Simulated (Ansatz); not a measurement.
**GeH3F (GeFH3) at BHLYP/STO-3G**

What is the electronic atomisation energy of GeH3F (GeFH3) at BHLYP/STO-3G? 

The results are computed with Ansatz 0.2.0.

57 further runs of the same task are left out: 8 that didn't finish, 49 set aside as unsound or not needed.

**1. The structure to begin with**

GeH3F: 5 atoms, total charge 0, spin state singlet. As SMILES, `[H][Ge]([H])([H])[F]`. Geometry: a GFN2-xTB relaxation, a rough one for these elements and not checked as a minimum.

Bond lengths: Ge1–F2 1.735 Å, Ge1–H3 1.493 Å, Ge1–H4 1.492 Å, Ge1–H5 1.493 Å. Angles: F2–Ge1–H3 103.4°, F2–Ge1–H4 103.3°, F2–Ge1–H5 103.4°, H3–Ge1–H4 114.7°, H3–Ge1–H5 114.9°, H4–Ge1–H5 114.9°.

**2. A single-point energy at BHLYP/STO-3G**

File job.yaml:

```yaml
crystal:
  periodic: [false, false, false]
  atoms:
    - {symbol: Ge, position_ang: [-0.001260, 0.000720, -0.139740]}
    - {symbol: F, position_ang: [0.010260, -0.018210, 1.594920]}
    - {symbol: H, position_ang: [1.448570, 0.011740, -0.494610]}
    - {symbol: H, position_ang: [-0.731820, 1.260740, -0.465520]}
    - {symbol: H, position_ang: [-0.725750, -1.254990, -0.495050]}
basis:
  gaussian:
    orbitals: STO-3G
hamiltonian:
  xc: {name: BHLYP}
accuracy: high
```

Started as:

```
$ ansatz run job.yaml --threads 1 --pin off --max-ram 2610MiB --events-out events.jsonl --progress --plain --runs-dir runs
```

The log of the run:

```text
Warning: RAYON_NUM_THREADS=1 ignored (pool sized by the plan → 1); use --threads N
Functional definition: BHLYP
  name "BHLYP"
  parameter a = 0.5
  exchange = (1 - a)*b88_x + a*exact_x
  correlation = lyp_c
388 factors; integrals over basis functions are off by at most 4.4e-9 eV
mean field evaluation 1: about -58592.6638 eV, gradient 1.6e1 eV
mean field evaluation 2: about -58593.5450 eV, gradient 1.1e1 eV
mean field evaluation 4: about -58593.9839 eV, gradient 1.7e-1 eV
mean field evaluation 8: about -58593.9866 eV, gradient 1.6e-3 eV
mean field evaluation 16: about -58593.9866 eV, gradient 5.2e-9 eV
mean field -58593.98658213 eV, -2153.2892904627 hartree, gradient 5.2e-9 eV, S^2 0.000000; 0 other end points of the search recorded, 0 dependent functions left out
reference -58593.98659819 eV, -2153.2892910530 hartree; 22, 22 occupied and 4, 4 virtual orbitals, 388 factors
Total energy: -58593.98659819 eV, -2153.2892910530 hartree
```

Run time: 1.3 s. Hardware: 1 thread of Arm Neoverse V1, shared host; peak memory 0.093 GiB.

**3. The F atom, same level**

File input.yaml:

```yaml
crystal:
  periodic: [false, false, false]
  atoms:
    - {symbol: F, position_ang: [0.000000, 0.000000, 0.000000]}
basis:
  gaussian:
    orbitals: STO-3G
hamiltonian:
  xc: {name: BHLYP}
magnetization:
  spin_polarized: true
  initial_magnetization: 1
accuracy: high
```

Run the same way, it converges to -98.27228 Eh (log not shown).

**4. The Ge atom at the same level**

File in.yaml:

```yaml
basis:
  gaussian:
    orbitals: STO-3G
crystal:
  periodic: [false, false, false]
  atoms:
    - {symbol: Ge, position_ang: [0.000000, 0.000000, 0.000000]}
magnetization:
  spin_polarized: true
  initial_magnetization: 2
hamiltonian:
  xc: {name: BHLYP}
accuracy: high
```

Run the same way, it converges to -2052.94465 Eh (log not shown).

**5. The H atom, same level**

File run.yaml:

```yaml
crystal:
  periodic: [false, false, false]
  atoms:
    - {symbol: H, position_ang: [0.000000, 0.000000, 0.000000]}
basis:
  gaussian: {orbitals: STO-3G}
magnetization: {spin_polarized: true, initial_magnetization: 1}
hamiltonian: {xc: {name: BHLYP}}
accuracy: high
```

Run the same way, it converges to -0.46466 Eh (log not shown).

**6. Outcome**

Level: BHLYP/STO-3G.

```
                     quantity           value
       molecule: total energy  -2153.28929 Eh
         F atom: total energy    -98.27228 Eh
                 F atom: ⟨S²⟩           0.750
        Ge atom: total energy  -2052.94465 Eh
                Ge atom: ⟨S²⟩           2.000
         H atom: total energy     -0.46466 Eh
                 H atom: ⟨S²⟩           0.750
electronic atomisation energy       18.460 eV
```

What this shows: Taking the molecule apart into free atoms costs 18.46 eV (426 kcal/mol), before zero-point energy and without spin-orbit coupling. In a minimal basis such a difference can be off by several eV, whatever the method.
